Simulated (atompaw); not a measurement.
**Pseudopotential generation for S: PAW (atompaw), PBE**

Do these settings give a usable potential? It is generated, then checked for scattering, ghosts and hardness.

Method: atompaw 4.2.0.5, PBE, scalar-relativistic.

### 1 The atom and the settings

Typed settings, in words:

| Quantity | Value |
| --- | --- |
| element | sulfur (S, Z = 16) |
| type | PAW |
| frozen core | [Ne] |
| valence charge | 6 |
| reference configuration | 3s2 3p4 |
| partial waves | 3s (bound): rc 1.05 bohr; 3s channel at -0.4 Ry: rc 1.05 bohr; 3p (bound): rc 1.35 bohr; 3p channel at 0.2 Ry: rc 1.35 bohr; 3d channel at 0.3 Ry: rc 1.35 bohr; 3d channel at 2.55 Ry: rc 1.35 bohr |
| local potential | troulliermartins scheme with l = 3 at 0 Ry, radius 1.10 bohr |
| core correction | smooth core density matched at 1.25 bohr |
| augmentation charge | sinc compensation charge, radius 1.25 bohr; PAW radius 1.35 bohr; waves and projectors: custom rrkj gramschmidtortho |

The nodes and maxima of the atom's own shells, from an earlier all-electron run, set the scale for the radii.

All-electron outer shells of the reference configuration (PBE, scalar-relativistic, ld1.x):

```tsv
shell	level (eV)	outermost node (bohr)	outermost maximum (bohr)
2s	-211.71	0.13	0.39
2p	-156.51	–	0.33
3s	-17.26	0.60	1.40
3p	-7.01	0.58	1.61
```

### 2 Generation

File S.input:

```
S 16
GGA-PBE scalarrelativistic loggrid 1500 logderivrange -3 5 201
3 3 0 0 0 0
3 1 4
0 0 0
c
c
v
c
v
2
1.35 1.25 1.10 1.25
y
-0.4
n
y
0.2
n
y
0.3
y
2.55
n
custom rrkj gramschmidtortho sinc
3 0 troulliermartins
1.05
1.05
1.35
1.35
1.35
1.35
PWSCFOUT
UPFDX 0.0125d0 UPFXMIN -7.d0 UPFZMESH 16.d0
END
```

Run with:

```sh
$ atompaw < S.input > S.log
```

Before running it: what results should come out? Wanted: cutoffs for 10 and 1 mRy, occupied levels; bound ghosts; largest phase difference near zero energy, channels read; lowest eigenvalue of the overlap; share of valence orbitals outside the PAW sphere; UPF file.

**Answer**, as computed:

| quantity | value |
| --- | --- |
| cutoffs for 10 and 1 mRy, occupied levels | 100 Ry and 160 Ry |
| bound ghosts | s at -211.33 eV |
| largest phase difference near zero energy, channels read | 0.000 rad |
| lowest eigenvalue of the overlap (Bessel basis) | 0.059 (s) |
| share of valence orbitals outside the PAW sphere | 3s 67 %, 3p 79 % |
| UPF file | not written |

A bound ghost (s) makes it unfit for use: electrons can fall into a state that the atom doesn't have. Close by lies the frozen 2s level (-211.7 eV). The potential is hard: the looser tolerance needs 100 Ry. The slowest occupied level is 3s: taken alone it needs 140 Ry to come within 1 mRy, against 15 Ry for 3p. Near zero energy the phases of the channels with partial waves agree within 0.001 rad. The pseudo core plus compensation charge is negative at some radii, so no UPF file was written. All of this concerns the isolated atom, not yet a solid.
